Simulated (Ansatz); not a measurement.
**CH4BNO: one species, many methods**

How much do the methods differ for CH4BNO? The plan is to run it at one geometry with functionals of several rungs and with coupled cluster. The yardstick is the atomisation energy at the CCSD(T) limit.

Method: functionals in def2-TZVPP, the program's frozen cores in correlated methods; program: Ansatz 0.2.0, Gaussian basis.

Plan: LDA (SPW92), PBE-D4, revPBE-D4, BLYP-D4, r2SCAN-D4, B97M-V, PBE0-D4, B3LYP-D4, r2SCANh-D4, r2SCAN0-D4, HSE06-D4, BHLYP-D4, CAM-B3LYP-D4, LC-ωPBE, ωB97X-V, ωB97M-V, B2PLYP, PBE-QIDH; CCSD(T)/def2-SVP; CCSD(T)/def2-TZVPP; MP2/def2-QZVPP; extrapolation to the limit; RPA on PBE.

1 further run of the same task is left out (it didn't finish).

**1. Structure used throughout**

An earlier PBE0-D4 in a triple-zeta def2 set relaxation fixed the geometry.

SMILES `N=CBO`, 8 atoms, charge 0, spin multiplicity 1.

Atoms are counted from 1 here; the program's logs count them from 0.

Bond lengths: N1–C2 1.273 Å, N1–H5 1.020 Å, C2–B3 1.592 Å, C2–H6 1.097 Å, B3–O4 1.339 Å, B3–H7 1.196 Å, O4–H8 0.974 Å. Angles: C2–N1–H5 113.2°, N1–C2–B3 115.3°, N1–C2–H6 121.8°, B3–C2–H6 122.9°, C2–B3–O4 115.9°, C2–B3–H7 124.6°, O4–B3–H7 119.5°, B3–O4–H8 108.2°.

Geometry (Å):

```mol
CH4BNO
  3D, bonds by distance, orders not assigned

  8  7  0  0  0  0  0  0  0  0999 V2000
   -0.9295    0.7300   -0.6402 N   0  0
    0.0872    0.7171    0.1250 C   0  0
    0.6902   -0.7243    0.4304 B   0  0
    0.0626   -1.7557   -0.1492 O   0  0
   -1.2898    1.6683   -0.8148 H   0  0
    0.5105    1.6408    0.5396 H   0  0
    1.6411   -0.9284    1.1260 H   0  0
   -0.6800   -1.4051   -0.6727 H   0  0
  1  2  8  0
  2  3  8  0
  3  4  8  0
  1  5  8  0
  2  6  8  0
  3  7  8  0
  4  8  8  0
M  END
```

**2. LDA**

This LDA is Slater exchange with PW92 correlation.

File in.yaml:

```yaml
crystal:
  periodic: [false, false, false]
  atoms:
    - {symbol: N, position_ang: [-0.929515, 0.730019, -0.640196]}
    - {symbol: C, position_ang: [0.087197, 0.717122, 0.124982]}
    - {symbol: B, position_ang: [0.690165, -0.724292, 0.430450]}
    - {symbol: O, position_ang: [0.062560, -1.755676, -0.149228]}
    - {symbol: H, position_ang: [-1.289794, 1.668346, -0.814808]}
    - {symbol: H, position_ang: [0.510452, 1.640785, 0.539634]}
    - {symbol: H, position_ang: [1.641088, -0.928357, 1.126035]}
    - {symbol: H, position_ang: [-0.679952, -1.405148, -0.672668]}
basis:
  gaussian: {orbitals: def2-TZVPP}
hamiltonian: {xc: lda}
output: {orbitals: {seedname: orbitals}}
```

Command:

```console
> ansatz run in.yaml --threads 2 --pin off --events-out ev --progress --plain --max-ram 4352MiB
```

After this run come: PBE-D4 (GGA); revPBE-D4 (GGA); BLYP-D4 (GGA); r2SCAN-D4 (meta-GGA); B97M-V (meta-GGA); PBE0-D4 (hybrid); B3LYP-D4 (hybrid); r2SCANh-D4 (hybrid); r2SCAN0-D4 (hybrid); HSE06-D4 (hybrid); BHLYP-D4 (hybrid); CAM-B3LYP-D4 (range-separated); LC-ωPBE (range-separated); ωB97X-V (range-separated); ωB97M-V (range-separated); B2PLYP (double hybrid); PBE-QIDH (double hybrid); CCSD(T) in def2-SVP; CCSD(T) in def2-TZVPP; MP2 in def2-QZVPP; RPA on PBE orbitals.

Q: Predict the results of all the runs planned. Wanted: atomisation energy, CCSD(T)/CBS; farthest beyond LDA; mean size of error, GGA; mean size of error, meta-GGA; mean size of error, hybrid; mean size of error, range-separated; mean size of error, double hybrid; gap, smallest and largest; T1 diagnostic.

**Answer**, as computed:

```
                               quantity                                                   value
        atomisation energy, CCSD(T)/CBS                                           3197.4 kJ/mol
 functionals within 16.0 kJ/mol (0.5 %)  revPBE-D4, r2SCAN-D4, B97M-V, LC-ωPBE, ωB97X-V, B2PLYP
                    farthest beyond LDA                                  PBE-D4 (+108.2 kJ/mol)
                mean size of error, GGA                                             55.4 kJ/mol
           mean size of error, meta-GGA                                             10.1 kJ/mol
             mean size of error, hybrid                                             40.6 kJ/mol
    mean size of error, range-separated                                             19.2 kJ/mol
      mean size of error, double hybrid                                             17.4 kJ/mol
              gap, smallest and largest               3.37 eV (LDA (SPW92)), 11.30 eV (LC-ωPBE)
                          T1 diagnostic                                                  0.0142
triples share of the correlation energy                                                   4.0 %
```

The LDA atomisation energy is off by 513.5 kJ/mol (16 %): it overbinds. PBE-D4 is off by +108.2 kJ/mol. Double hybrids carry the basis error of their MP2 part in triple zeta, and no dispersion term here, so their miss is partly the set-up's. By mean error the best rung here is meta-GGA (10.1 kJ/mol) and the worst beyond LDA is GGA (55.4 kJ/mol). The gap between the best rungs is small, so their order is not settled. Misses under about 16.0 kJ/mol are within the doubt on the reference itself, which lacks core-valence correlation, relativity and higher excitations. Hartree-Fock recovers 71 % of the binding; the rest is correlation. CCSD(T) in def2-SVP is off by -159.2 kJ/mol, worse than the median functional, from the basis alone. Orbital gaps span 3.4 to 11.3 eV; exact exchange widens them. The restricted reference is unstable towards a spin-broken one.
